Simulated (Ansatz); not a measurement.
**C (P6_3/mmc): point defect (vacancy) in a supercell**

What does a point defect do in C (P6_3/mmc)? A script is to give a point defect (vacancy) in a supercell; the system is C (P6_3/mmc).

A COD entry behind a cell of this session may itself be a prediction, so a difference from it is no test against experiment.

Computed with the Python package of Ansatz 0.2.0. Level of theory: DFT r2SCAN, plane waves, PAW.

**1. Starting point**

It takes space group P6_3/mmc (No. 194, hexagonal). The conventional cell has a = 2.522 Å, b = 2.522 Å, c = 4.119 Å, α = 90.00°, β = 90.00°, γ = 120.00°. C (site symmetry 3m) is surrounded by 4 C at 1.54 Å.

The script holds or builds the structure itself.

**2. The code**

Contents of run_defect.py:

```python
import ansatz
import numpy as np


def main() -> None:
    structure = (
        ansatz.Lattice.of((2.5221, 0.0, 0.0), (-1.26105, 2.1842, 0.0), (0.0, 0.0, 4.1186))
        .atom("C", (1 / 3, 2 / 3, 0.0625))
        .atom("C", (2 / 3, 1 / 3, 0.5625))
        .atom("C", (1 / 3, 2 / 3, 0.4375))
        .atom("C", (2 / 3, 1 / 3, 0.9375))
    )
    host = structure.supercell(2, 2, 1)
    defective = host.vacancy("C", at=(2 / 3, 1 / 3, 0.9375))

    def prepare(structure):
        return (
            structure.calculation()
            .functional(ansatz.Functional.R2SCAN)
            .kpoints(3)
            .occupations("Marzari-Vanderbilt", width=50 * ansatz.meV)
            .band_table()
        )


    perfect = prepare(host).run(threads=1, pin="off").report
    calc = prepare(defective).relax(force_tolerance=0.02, max_steps=40)
    outcome = calc.run(threads=1, pin="off")
    rep = outcome.report

    n_host, n_defect = len(perfect["lattice"]["sites"]), len(rep["lattice"]["sites"])
    print(f"perfect cell: {n_host} atoms, F = {perfect['free_energy_ev']:.4f} eV")
    print(f"defect cell:  {n_defect} atoms, F = {rep['free_energy_ev']:.4f} eV")
    print(f"vacancy formation energy {rep['free_energy_ev'] - perfect['free_energy_ev'] * n_defect / n_host:.3f} eV")

    for label, run in (("perfect", perfect), ("defect", rep)):
        levels, filled = np.array(run["eigenvalues_ev"][0]), np.array(run["occupations"][0])
        top = int(np.argmin(np.abs(levels - run["fermi_energy_ev"])))
        window = slice(max(top - 3, 0), top + 4)
        print(label, "levels near E_F at the first k-point:", ", ".join(f"{e - run['fermi_energy_ev']:.2f} ({f:.2f})" for e, f in zip(levels[window], filled[window])))

    pull = np.linalg.norm(rep["forces_ev_ang"], axis=1)
    for atom in np.argsort(-pull)[:5]:
        print(f"force on {outcome.lattice.sites[atom].symbol}{atom}: {pull[atom]:.3f} eV/A")


if __name__ == "__main__":
    main()
```

**3. What the engine is handed**

The engine receives this input (first run):

```yaml
crystal:
  lattice:
    - [2.5221, 0.0, 0.0]
    - [-1.26105, 2.1842, 0.0]
    - [0.0, 0.0, 4.1186]
  atoms:
    - { symbol: C, position: [0.3333333333333333, 0.6666666666666666, 0.0625] }
    - { symbol: C, position: [0.6666666666666666, 0.3333333333333333, 0.5625] }
    - { symbol: C, position: [0.3333333333333333, 0.6666666666666666, 0.4375] }
    - { symbol: C, position: [0.6666666666666666, 0.3333333333333333, 0.9375] }
  supercell: [2, 2, 1]
kpoints:
  mp_grid:
    grid: [3, 3, 3]
hamiltonian:
  xc: r2scan
scf:
  occupations:
    method: cold
    width: 0.05
output:
  eigenvalues: true
```

**4. Running it**

Launch:

```console
python run_defect.py
```

Q: Predict the main results. Wanted: formation energy of the defect; moves of the relaxation of run 2; energy gained in run 2; last largest force component of run 2.

As calculated:

| quantity | value |
| --- | --- |
| runs compared | 2 |
| formation energy of the defect | 5.29 eV |
| moves of the relaxation of run 2 | 7 |
| energy gained in run 2 | 103.3 meV/atom |
| last largest force component of run 2 | 0.0016 eV/Å |

What this shows: In CPU time, run 2 (relaxation) cost about 20 times as much as run 1 (single point). Against the same number of bulk atoms the defect costs 5.29 eV in this small cell. Run 2: After 7 moves the largest shift is 0.295 Å. Reading the output:
- The computed bands are complete only to about 4.7 eV above the Fermi level.
- The k-point mesh is coarse, and energy and stress weren't tested for convergence.
- An opening on this mesh may only mean that it misses a point where bands touch.
- Each cell's levels count from its own Fermi level and aren't aligned; one k-point can hide that the defect cell is metallic.
- The supercell is small, so the defect meets its images and the energies aren't those of an isolated defect; a partly filled defect level may also lower its energy by spin or distortion. For a charged cell the difference holds no correction, alignment or term for the electrons' reservoir.
